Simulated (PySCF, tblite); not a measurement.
# C6H9S radical: geometry, infrared bands and EPR parameters

Aim: predict the infrared bands and EPR parameters of C6H9S radical (`C#C[C@H]([CH]C)CS`).

The runs use tblite 0.8.0 and PySCF 2.14.0, with density-fitted response routines of our own; the level of theory stands in each step. All values are computed, except where a source is named. Atoms are numbered from 0 throughout.

### Step 1. Starting geometry

16 atoms, charge 0, multiplicity 2; geometry from: force field or distance geometry start.

Bonds of the start (Å): C0–C1 1.21, C1–C2 1.49, C2–C3 1.45, C3–C4 1.46, C2–C5 1.47, C5–S6 1.81, C0–H7 1.07, C2–H8 1.12, C3–H9 1.09, C4–H10 1.14, C4–H11 1.09, C4–H12 1.13, C5–H13 1.11, C5–H14 1.13, S6–H15 1.39.

### Step 2. Optimising the geometry with GFN2-xTB

What the job is given:

```
{"job": {"kind": "relax", "xc": "GFN2-xTB", "basis": "xTB"}, "charge": 0, "multiplicity": 2}
C      0.746000     3.030600     0.282400
C      0.502200     1.858300     0.117900
C      0.237900     0.406600    -0.080100
C     -1.174700     0.189500     0.191500
C     -1.805700    -1.124900     0.104800
C      1.264200    -0.329300     0.667600
S      1.136400    -2.132100     0.558900
H      0.935300     4.068300     0.434900
H      0.422100     0.219400    -1.171600
H     -1.794700     1.030600     0.513500
H     -1.866400    -1.458500    -0.980300
H     -1.410500    -1.969600     0.662300
H     -2.892300    -1.015200     0.410100
H      1.414500     0.000500     1.713600
H      2.253600    -0.078100     0.182000
H      2.024800    -2.687000    -0.351400
```

Run with:

```sh
$ OMP_NUM_THREADS=1 python probes_run.py task.json out
```

The driver reads the jobs from task.json and runs them one after another.

**Question.** This job is followed by: GFN2-xTB harmonic vibrations, gas phase; UKS B3LYP, pcH-1 on C H S, non-relativistic, mean-field spin-orbit, GIAO. Predict these results of the whole session: strongest single infrared mode (GFN2-xTB); zero-point energy (GFN2-xTB); g(iso) (B3LYP); ⟨S²⟩; largest a(iso) (averaged by class); surface potential, 1st and 99th percentile.

As calculated:

| quantity | value |
| --- | --- |
| strongest single infrared mode (GFN2-xTB) | 2420 cm⁻¹, 132 km/mol |
| zero-point energy (GFN2-xTB) | 76.9 kcal/mol |
| g(iso) (B3LYP) | 2.00259 |
| ⟨S²⟩ | 0.754 (exact 0.75) |
| largest a(iso) (averaged by class) | 13C on C3, 101.4 MHz |
| surface potential, 1st and 99th percentile | -0.88 V and 1.31 V |

Over 100 steps the energy fell by 0.755 eV; of the close pairs, C2–C5 changed most, 1.468 to 1.552 Å. All 42 modes are real, so the xTB geometry is a minimum. The strongest single mode, at 2420 cm⁻¹, moves mainly H15. GFN2-xTB is a fitted tight-binding method: band positions and strengths are rough. Its intensities can rank the bands wrongly. C3 carries the largest spin population, 1.02 e. The isotropic g lies 0.3 ppt above the free-electron value.
